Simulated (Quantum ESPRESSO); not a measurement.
A run of Quantum ESPRESSO 7.5:

File pw.in:

```
&CONTROL
  calculation = 'scf'
  prefix = 'pwscf'
  outdir = './tmp'
  pseudo_dir = './pseudo'
  tprnfor = .true.
  tstress = .true.
  disk_io = 'nowf'
/
&SYSTEM
  ibrav = 0
  nat = 2
  ntyp = 1
  ecutwfc = 78
  nbnd = 21
  occupations = 'smearing'
  smearing = 'gaussian'
  degauss = 0.00073499
/
&ELECTRONS
  conv_thr = 4d-10
  electron_maxstep = 120
  mixing_beta = 0.5
/
ATOMIC_SPECIES
Ge    72.6300 Ge.upf
CELL_PARAMETERS angstrom
   0.0000000000    2.8968000000    2.8331840000
   2.8968000000    0.0000000000    2.8331840000
   2.8968000000    2.8968000000    0.0000000000
ATOMIC_POSITIONS crystal
Ge     0.0000000000    0.0000000000    0.0000000000
Ge     0.2500000000    0.2500000000    0.2500000000
K_POINTS automatic
10 10 10 0 0 0
```

Potentials or basis: PseudoDojo 0.4.1 SR PBEsol standard.

Run with:

```bash
$ OMP_NUM_THREADS=1 pw.x -in pw.in > pw.out
```

Hardware: 1 thread of Intel(R) Xeon(R) Platinum 8375C CPU @ 2.90GHz (Ice Lake), on a shared host.

Problem. Estimate the wall time of this run.

Solution. Run time: 2.3 min on 1 thread of Intel(R) Xeon(R) Platinum 8375C CPU @ 2.90GHz (Ice Lake), with other jobs on the host, peak memory 0.18 GiB. Counts: scf iterations 9, k pools 1, bands 21, k points 102, g dense 29891.
